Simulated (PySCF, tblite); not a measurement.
# C5H13AlS: dynamics, then NMR shifts on frames, part 2 of 2

tblite 0.8.0 and PySCF 2.14.0. Atoms count from 0. The steps go on from the part before.

**6. Nuclear shieldings: 800 fs, PBE0/pcSseg-1**

What the job is given:

```
{"job": {"kind": "nmr", "xc": "PBE0", "basis": "pcSseg-1", "pop": false}, "charge": 0, "multiplicity": 1}
C      3.092200    -1.895400     1.750300
C      1.979100    -1.604700     1.123500
C      1.860300    -0.606500    -0.004800
Al     0.697000     0.968400     0.781300
S     -1.798700     0.585500    -0.021200
C     -1.909700    -0.917100     0.881000
C     -2.540400     1.724500     1.193500
H      4.110500    -1.497100     1.617500
H      3.131300    -2.512600     2.612200
H      1.041900    -2.091400     1.356700
H      1.258800    -1.100500    -0.790600
H      2.747700    -0.259500    -0.550300
H      0.821100     2.433800     0.224300
H      0.241900     0.715400     2.296200
H     -2.935300    -1.305400     1.003300
H     -1.271700    -1.652700     0.370200
H     -1.473900    -0.797900     1.904100
H     -1.847100     1.860700     2.060900
H     -2.522800     2.646400     0.600400
H     -3.526500     1.380300     1.468900
```

With the program's defaults for keys left out, this is: GIAO PBE0/pcSseg-1 NMR shielding, non-relativistic, gas phase.

The log of the run:

```text
coarse grid: 16744 points
cycle   1  E = -838.2727573501  dE =  2.606e-01  |g| = 4.417e-01  |ddm| = 3.812e+00
cycle   2  E = -838.2633113606  dE =  9.446e-03  |g| = 4.886e-01  |ddm| = 8.932e-01
cycle   3  E = -838.3282114364  dE = -6.490e-02  |g| = 4.319e-02  |ddm| = 5.089e-01
cycle   4  E = -838.3286834420  dE = -4.720e-04  |g| = 1.907e-02  |ddm| = 6.956e-02
cycle   5  E = -838.3287635141  dE = -8.007e-05  |g| = 8.047e-03  |ddm| = 2.256e-02
cycle   6  E = -838.3287797323  dE = -1.622e-05  |g| = 2.072e-03  |ddm| = 8.491e-03
cycle   7  E = -838.3287808265  dE = -1.094e-06  |g| = 4.541e-04  |ddm| = 2.245e-03
final grid: 149512 points
cycle   8  E = -838.3743212587  dE = -3.874e-05  |g| = 9.316e-03  |ddm| = 3.284e-02
cycle   9  E = -838.3743100811  dE =  1.118e-05  |g| = 1.142e-02  |ddm| = 1.723e-02
cycle  10  E = -838.3743432447  dE = -3.316e-05  |g| = 8.626e-04  |ddm| = 9.963e-03
cycle  11  E = -838.3743434173  dE = -1.727e-07  |g| = 3.099e-04  |ddm| = 9.535e-04
cycle  12  E = -838.3743434409  dE = -2.353e-08  |g| = 9.184e-05  |ddm| = 3.402e-04
cycle  13  E = -838.3743434431  dE = -2.218e-09  |g| = 2.085e-05  |ddm| = 1.158e-04
cycle  14  E = -838.3743434432  dE = -1.125e-10  |g| = 4.851e-06  |ddm| = 2.505e-05
converged SCF energy = -838.3743434432

GIAO shielding tensors (ppm)
atom      isotropic    diamagn.    paramagn.     s11        s22        s33       span
  0 C       78.559     245.992    -167.433    -19.536     90.525    164.688    184.223
  1 C       42.228     254.636    -212.407    -78.673     51.508    153.850    232.523
  2 C      161.100     255.881     -94.781    144.387    157.259    181.654     37.267
  3 Al     372.124     796.461    -424.337    340.691    382.966    392.716     52.025
  4 S      604.926    1061.005    -456.079    490.671    570.091    754.016    263.345
  5 C      162.920     256.817     -93.897    148.887    155.771    184.102     35.214
  6 C      160.398     255.389     -94.991    145.743    150.472    184.980     39.237
  7 H       26.294      28.495      -2.201     24.538     25.020     29.325      4.788
  8 H       27.481      27.909      -0.427     24.774     26.111     31.559      6.785
  9 H       25.447      32.187      -6.739     22.686     23.734     29.922      7.236
 10 H       30.337      34.484      -4.147     27.545     29.135     34.331      6.786
 11 H       29.689      32.795      -3.107     26.000     28.299     34.767      8.767
 12 H       26.801      30.794      -3.992     23.080     25.888     31.435      8.355
 13 H       27.361      31.953      -4.593     24.522     28.298     29.262      4.740
 14 H       29.129      30.089      -0.960     23.680     26.389     37.317     13.638
 15 H       29.133      33.251      -4.118     23.831     27.135     36.433     12.602
 16 H       28.612      32.695      -4.084     24.480     27.467     33.888      9.408
 17 H       28.239      30.273      -2.034     22.837     28.271     33.608     10.770
 18 H       29.175      30.021      -0.846     23.887     25.966     37.673     13.785
 19 H       29.664      29.153       0.511     24.510     27.048     37.433     12.922
```

It took 23 s on 1 thread of Arm Neoverse V2, shared host; peak memory 0.91 GiB.

Key values: δ C1 144.7, C0 108.4, C6 26.5, C2 25.8, H9 6.27, H7 5.42 ppm.

**7. Nuclear shieldings: 1000 fs, PBE0/pcSseg-1**

What the job is given:

```
{"job": {"kind": "nmr", "xc": "PBE0", "basis": "pcSseg-1", "pop": false}, "charge": 0, "multiplicity": 1}
C      2.936500    -2.266700     1.938400
C      1.786300    -2.097600     1.365400
C      1.488400    -1.132300     0.270400
Al     0.593400     0.545500     1.296600
S     -1.625900     0.410400     0.107500
C     -2.214000    -1.206000     0.721500
C     -2.248600     1.553300     1.280900
H      3.758300    -1.719100     1.569200
H      2.991600    -2.781800     2.878900
H      0.958200    -2.651800     1.691800
H      0.897900    -1.450100    -0.548600
H      2.429500    -0.634300    -0.169500
H      0.748100     2.109300     0.963600
H      0.096900     0.248300     2.768000
H     -3.234500    -1.083900     1.043000
H     -2.273500    -1.730700    -0.235200
H     -1.465900    -1.579900     1.450700
H     -1.467000     1.910400     1.960100
H     -2.608100     2.451400     0.695000
H     -3.071600     1.192900     1.870400
```

Method: GIAO PBE0/pcSseg-1 NMR shielding, non-relativistic, gas phase.

The log of the run:

```text
coarse grid: 16744 points
cycle   1  E = -838.2562227986  dE =  4.016e-01  |g| = 4.575e-01  |ddm| = 3.844e+00
cycle   2  E = -838.2479829266  dE =  8.240e-03  |g| = 4.993e-01  |ddm| = 9.315e-01
cycle   3  E = -838.3158939275  dE = -6.791e-02  |g| = 4.739e-02  |ddm| = 5.306e-01
cycle   4  E = -838.3163959735  dE = -5.020e-04  |g| = 2.638e-02  |ddm| = 7.818e-02
cycle   5  E = -838.3165595637  dE = -1.636e-04  |g| = 8.865e-03  |ddm| = 2.895e-02
cycle   6  E = -838.3165799624  dE = -2.040e-05  |g| = 1.908e-03  |ddm| = 1.008e-02
cycle   7  E = -838.3165808655  dE = -9.031e-07  |g| = 4.604e-04  |ddm| = 2.303e-03
final grid: 149512 points
cycle   8  E = -838.3610820420  dE = -3.231e-05  |g| = 9.079e-03  |ddm| = 2.748e-02
cycle   9  E = -838.3610720287  dE =  1.001e-05  |g| = 1.100e-02  |ddm| = 1.703e-02
cycle  10  E = -838.3611027725  dE = -3.074e-05  |g| = 8.874e-04  |ddm| = 9.909e-03
cycle  11  E = -838.3611029597  dE = -1.871e-07  |g| = 2.861e-04  |ddm| = 9.905e-04
cycle  12  E = -838.3611029800  dE = -2.029e-08  |g| = 7.673e-05  |ddm| = 3.334e-04
cycle  13  E = -838.3611029815  dE = -1.562e-09  |g| = 1.931e-05  |ddm| = 1.008e-04
cycle  14  E = -838.3611029816  dE = -8.868e-11  |g| = 4.787e-06  |ddm| = 2.186e-05
converged SCF energy = -838.3611029816

GIAO shielding tensors (ppm)
atom      isotropic    diamagn.    paramagn.     s11        s22        s33       span
  0 C       83.042     254.473    -171.431    -23.162    113.249    159.041    182.203
  1 C       41.361     256.510    -215.149    -81.926     42.687    163.323    245.249
  2 C      157.008     254.010     -97.001    138.181    151.091    181.753     43.572
  3 Al     400.888     796.866    -395.979    374.254    388.610    439.799     65.545
  4 S      643.959    1061.844    -417.885    467.953    656.152    807.773    339.820
  5 C      158.788     256.187     -97.399    134.155    156.532    185.677     51.523
  6 C      163.044     253.101     -90.056    139.221    160.121    189.790     50.569
  7 H       27.233      31.823      -4.590     24.171     26.132     31.397      7.227
  8 H       27.174      27.700      -0.527     23.712     25.936     31.873      8.162
  9 H       26.061      33.056      -6.995     22.932     24.580     30.671      7.739
 10 H       31.109      35.815      -4.707     27.371     30.542     35.413      8.042
 11 H       28.665      32.459      -3.795     25.623     28.121     32.250      6.627
 12 H       26.899      31.216      -4.317     23.161     26.024     31.512      8.352
 13 H       27.363      31.839      -4.476     24.616     27.281     30.192      5.577
 14 H       29.801      31.033      -1.232     24.796     27.988     36.619     11.823
 15 H       28.812      32.280      -3.468     23.894     25.903     36.640     12.745
 16 H       27.729      31.614      -3.885     21.573     27.958     33.655     12.082
 17 H       28.612      30.905      -2.293     22.251     28.861     34.724     12.473
 18 H       28.254      28.791      -0.536     22.499     25.211     37.053     14.553
 19 H       30.257      30.309      -0.052     25.387     27.985     37.400     12.014
```

Wall time 24 s (1 thread of Arm Neoverse V2, shared host); peak memory 0.91 GiB.

In short: δ C1 145.6, C0 103.9, C2 29.9, C5 28.1, H9 5.66, H12 4.82 ppm.

**8. Side by side: NMR shifts**

Shifts (ppm) of some atoms, chosen among heavy atoms and hydrogens apart, with basis size and wall time:

```csv
frame,C1,C0,C6,H19,H10,Al3,S4,functions,time
250 fs,146.7,110.1,21.9,3.47,2.64,103.2,-92,198,24 s
425 fs,154.1,119.4,30.9,1.90,1.45,70.3,-60,198,23 s
625 fs,144.4,118.7,20.0,1.58,0.95,133.2,-151,198,24 s
800 fs,144.7,108.4,26.5,2.05,1.38,117.8,-101,198,23 s
1000 fs,145.6,103.9,23.9,1.46,0.61,89.1,-140,198,24 s
```

**9. Results**

This closing draws on all 2 parts.

| quantity | value |
| --- | --- |
| thermostat | 300 K |
| mean temperature, second half | 273 K |
| mean potential energy above the minimum | 0.62 eV |
| 13C shifts against TMS (PBE0/pcSseg-1, 250 fs) | 146.7, 110.1, 28.2, 22.7, 21.9 ppm |
| 1H shifts against TMS (PBE0/pcSseg-1, 250 fs) | 6.68, 5.13, 4.62, 4.29, 3.77, 3.47, 2.64, 2.47, 2.39, 2.28, 2.16, 2.12, 1.64 ppm |
| 27Al shifts against AlH4- (PBE0/pcSseg-1, 250 fs) | 103.2 ppm |
| 33S shifts against CS2 (PBE0/pcSseg-1, 250 fs) | -92 ppm |
| range of the shift of S4 | -151 to -60 ppm |

In the second half the potential energy averages 0.62 eV above the minimum; equipartition over 54 harmonic modes at 300 K would give 0.70 eV. With 20 atoms the temperature swings widely (156 to 380 K). Shifts at one fixed geometry are not the observed spectrum, which averages over the motion. In the first frame run (250 fs): The widest tensor belongs to S4: span 297 ppm, with a paramagnetic part of -466 ppm. In ppm, S4 moves most: its shift spreads over 90 ppm, from -151 (625 fs) to -60 (425 fs).
